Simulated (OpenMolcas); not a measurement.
**One shape, several levels: singlet CH2NOSi−**

We compute a comparison of 6 runs (HF/STO-3G, BLYP/6-311+G**, PBE/6-311+G**, SVWN5/6-311+G**, r2SCAN/6-311+G**, MP2/6-311+G**) of singlet CH2NOSi−. 

Program for the calculation: OpenMolcas 26.06.

1 further run of the same task is left out (set aside as unsound or not needed).

## 1. The molecule

CH2NOSi−: 6 atoms, total charge -1, spin state singlet. As SMILES of the parent species, `O=C=N[SiH2]`. The shape is that of a PBE0-D4/def2-TZVP optimisation. This is one conformer, not always the lowest. That shape belongs to the parent species and isn't relaxed for this state.

Bond lengths: O1–C2 1.164 Å, C2–N3 1.195 Å, N3–Si4 1.706 Å, Si4–H5 1.486 Å, Si4–H6 1.486 Å. Angles: O1–C2–N3 178.3°, C2–N3–Si4 162.2°, N3–Si4–H5 108.6°, N3–Si4–H6 108.6°, H5–Si4–H6 111.4°.

## 2. A single-point energy at HF/STO-3G (run 1)

coord.xyz reads:

```xyz
6

O      1.089700    -2.025700     1.610400
C      0.648500    -1.177800     0.945400
N      0.216300    -0.284900     0.279200
Si    -0.683300     0.591600    -0.875300
H      0.261300     1.214200    -1.839100
H     -1.490500     1.618700    -0.166800
```

run.input reads:

```
* CH2NOSi Hartree-Fock

&GATEWAY
 BasLib=$CurrDir
 Coord=coord.xyz
 Basis=STO-3G
 Group=NoSym

&SEWARD

&SCF
 Charge=-1
 Thresholds=1e-10 1e-07 1e-07 1e-05
 PrOrbitals=1
```

The basis set STO-3G is read from a file made from the Basis Set Exchange's data (not shown).

The run is started by

```bash
$ export MOLCAS_MEM=1860
$ pymolcas run.input > run.log
```

What it wrote:

```text
--- Start Module: gateway ---
[...]
--- Stop Module: gateway /rc=_RC_ALL_IS_WELL_ ---
--- Start Module: seward ---
[...]
      Basis functions           26
--- Stop Module: seward /rc=_RC_ALL_IS_WELL_ ---
--- Start Module: scf ---
[...]
       Convergence after  18 Iterations
[...]
::    Total SCF energy                               -451.5208844457
[...]
      Total spin, S                                     0.0000000000
[...]
      Total electronic charge=   38.000000
      Total            charge=   -1.000000
[...]
      Dipole Moment (debye):
      Origin of the operator (angstrom)=    0.1095   -0.4322    0.2015
                   X=  1.6786E+00               Y= -1.0798E+00               Z=  2.0179E+00           Total=  2.8382E+00
      Center of Charge (angstrom)
[...]
--- Stop Module: scf /rc=_RC_ALL_IS_WELL_ ---
[...]
```

Wall time 1.7 s (1 thread of Intel Xeon Platinum 8375C at 2.90GHz (Ice Lake), shared host); peak memory 0.37 GiB.

## 3. The energy at BLYP/6-311+G(d,p) (run 2)

struct.xyz reads:

```xyz
6

O      1.089700    -2.025700     1.610400
C      0.648500    -1.177800     0.945400
N      0.216300    -0.284900     0.279200
Si    -0.683300     0.591600    -0.875300
H      0.261300     1.214200    -1.839100
H     -1.490500     1.618700    -0.166800
```

mol.inp reads:

```
>>> EXPORT MOLCAS_PRINT=2

&GATEWAY
 BASLIB = $CurrDir
 COORD = struct.xyz
 BASIS = 6-311pGss
 GROUP = NoSym

&SEWARD
 GRIDINPUT
 Grid=UltraFine
 End of Grid

&SCF
 CHARGE = -1
 KSDFT = BLYP
 THRESHOLDS = 1e-10 1e-07 1e-07 1e-05
 PRORBITALS = 1 2
```

The basis set 6-311+G** is read from a file made from the Basis Set Exchange's data (not shown).

The run is started by

```bash
$ export MOLCAS_MEM=1860
$ pymolcas mol.inp > mol.log
```

What it wrote:

```text
--- Start Module: gateway ---
[...]
--- Stop Module: gateway /rc=_RC_ALL_IS_WELL_ ---
--- Start Module: seward ---
[...]
      Basis functions          108
--- Stop Module: seward /rc=_RC_ALL_IS_WELL_ ---
[...]
--- Start Module: scf ---
[...]
       Convergence after  21 Iterations
[...]
::    Total KS-DFT energy                            -458.8347938457
[...]
      Total spin, S                                     0.0000000000
[...]
      Total electronic charge=   38.000000
      Total            charge=   -1.000000
[...]
      Dipole Moment (debye):
      Origin of the operator (angstrom)=    0.1095   -0.4322    0.2015
                   X=  2.6289E+00               Y= -1.4841E+00               Z=  3.1105E+00           Total=  4.3347E+00
      Center of Charge (angstrom)
[...]
--- Stop Module: scf /rc=_RC_ALL_IS_WELL_ ---
[...]
```

It took 36 s on 1 thread of Intel Xeon Platinum 8375C at 2.90GHz (Ice Lake), shared host; peak memory 0.63 GiB.

Runs 3 to 4 aren't shown in full; the table further down has their settings and results.

## 4. A single-point energy at r2SCAN/6-311+G(d,p) (run 5)

mol.inp reads:

```
* CH2NOSi Kohn-Sham DFT

&GATEWAY
 BasLib=$CurrDir
 Coord
 6
 angstrom
 O        1.089700      -2.025700       1.610400
 C        0.648500      -1.177800       0.945400
 N        0.216300      -0.284900       0.279200
 Si      -0.683300       0.591600      -0.875300
 H        0.261300       1.214200      -1.839100
 H       -1.490500       1.618700      -0.166800
 Basis=6-311pGss
 Group=NoSym

&SEWARD
 GridInput
 Grid=UltraFine
 End of Grid

&SCF
 Charge=-1
 KSDFT=2
 1.0 MGGA_X_R2SCAN
 1.0 MGGA_C_R2SCAN
 Thresholds=1e-10 1e-07 1e-07 1e-05
 PrOrbitals=1
```

The basis set 6-311+G** is read from a file made from the Basis Set Exchange's data (not shown).

The run is started by

```bash
$ export MOLCAS_MEM=1860
$ pymolcas mol.inp > mol.log
```

What it wrote:

```text
--- Start Module: gateway ---
[...]
--- Stop Module: gateway /rc=_RC_ALL_IS_WELL_ ---
--- Start Module: seward ---
[...]
      Basis functions          108
--- Stop Module: seward /rc=_RC_ALL_IS_WELL_ ---
[...]
--- Start Module: scf ---
[...]
       Convergence after  20 Iterations
[...]
::    Total KS-DFT energy                            -458.7463175350
[...]
      Total spin, S                                     0.0000000000
[...]
      Total electronic charge=   38.000000
      Total            charge=   -1.000000
[...]
      Dipole Moment (debye):
      Origin of the operator (angstrom)=    0.1095   -0.4322    0.2015
                   X=  2.7976E+00               Y= -1.3579E+00               Z=  3.2565E+00           Total=  4.5028E+00
      Center of Charge (angstrom)
[...]
--- Stop Module: scf /rc=_RC_ALL_IS_WELL_ ---
[...]
```

Wall time 46 s (1 thread of Intel Xeon Platinum 8375C at 2.90GHz (Ice Lake), shared host); peak memory 0.63 GiB.

## 5. The energy at MP2/6-311+G(d,p) (run 6)

test.inp reads:

```
* CH2NOSi MP2
>>> EXPORT MOLCAS_PRINT=2
&gateway
baslib=$CurrDir
coord
6
angstrom
O        1.089700      -2.025700       1.610400
C        0.648500      -1.177800       0.945400
N        0.216300      -0.284900       0.279200
Si      -0.683300       0.591600      -0.875300
H        0.261300       1.214200      -1.839100
H       -1.490500       1.618700      -0.166800
basis=6-311pGss
group=NoSym
&seward
&scf
charge=-1
thresholds=1e-10 1e-07 1e-07 1e-05
prorbitals=1
&mbpt2
frozen=8
```

The basis set 6-311+G** is read from a file made from the Basis Set Exchange's data (not shown).

The run is started by

```bash
$ export MOLCAS_MEM=1860
$ pymolcas test.inp > test.log
```

What it wrote:

```text
--- Start Module: gateway ---
[...]
--- Stop Module: gateway /rc=_RC_ALL_IS_WELL_ ---
[...]
      Basis functions          108
[...]
--- Start Module: scf ---
[...]
       Convergence after  19 Iterations
[...]
::    Total SCF energy                               -457.3359761662
[...]
      Total spin, S                                     0.0000000000
[...]
      Total electronic charge=   38.000000
      Total            charge=   -1.000000
[...]
      Dipole Moment (debye):
      Origin of the operator (angstrom)=    0.1095   -0.4322    0.2015
                   X=  3.2735E+00               Y= -1.2062E+00               Z=  3.7182E+00           Total=  5.0986E+00
      Center of Charge (angstrom)
[...]
--- Stop Module: scf /rc=_RC_ALL_IS_WELL_ ---
[...]
--- Start Module: mbpt2 ---
[...]
WARNING!
Default frozen orbitals as non valence orbitals is overwritten by user input.
Default values:   5
[...]
       Reference weight ( Cref**2 )         =        0.82962
::    Total MBPT2 energy                             -457.9335391961
[...]
      Total MBPT2 calculations                           0.52      0.59
--- Stop Module: mbpt2 /rc=_RC_ALL_IS_WELL_ ---
[...]
```

Run time: 16 s. Hardware: 1 thread of Intel Xeon Platinum 8375C at 2.90GHz (Ice Lake), shared host; peak memory 0.63 GiB.

## 6. Overview of the runs

```tsv
run	level	integration grid	frozen core orbitals	energy (Eh)	HOMO energy (eV)	LUMO energy (eV)	HOMO–LUMO gap (eV)	wall time
1	HF/STO-3G	–	–	-451.520884	3.97	16.68	12.71	1.7 s
2	BLYP/6-311+G**	UltraFine	–	-458.834794	1.46	3.14	1.68	36 s
3	PBE/6-311+G**	UltraFine	–	-458.529876	1.35	3.14	1.79	41 s
4	SVWN5/6-311+G**	UltraFine	–	-456.395653	1.23	3.11	1.89	29 s
5	r2SCAN/6-311+G**	UltraFine	–	-458.746318	1.29	3.65	2.37	46 s
6	MP2/6-311+G**	–	8	-457.933539	-1.13	4.92	6.06	16 s
```

## 7. What came out

| quantity | value |
| --- | --- |
| run 6: total energy | -457.93354 Eh |
| run 6: HOMO energy (Hartree–Fock orbitals) | -1.13 eV |
| run 6: LUMO energy (Hartree–Fock orbitals) | 4.92 eV |
| run 6: HOMO–LUMO gap (to an unbound level, set by the basis) | 6.06 eV |
| run 6: correlation energy (8 core orbitals frozen) | -597.6 mEh |

**Reading.** Over runs 1, 2, 3, 4, 5 the HOMO–LUMO gap runs from 1.68 eV (BLYP/6-311+G**) to 12.71 eV (HF/STO-3G). The two ends differ in method and basis. The empty levels of an anion lie above zero and hang on the basis. Totals of different functionals can't be ranked against each other. In runs 1, 2, 3, 4, 5 the HOMO lies above zero, so the outermost electron may be held by the basis alone. In run 1 the basis is minimal, so the values are rough. All runs together took 2.8 min, the longest 46 s.
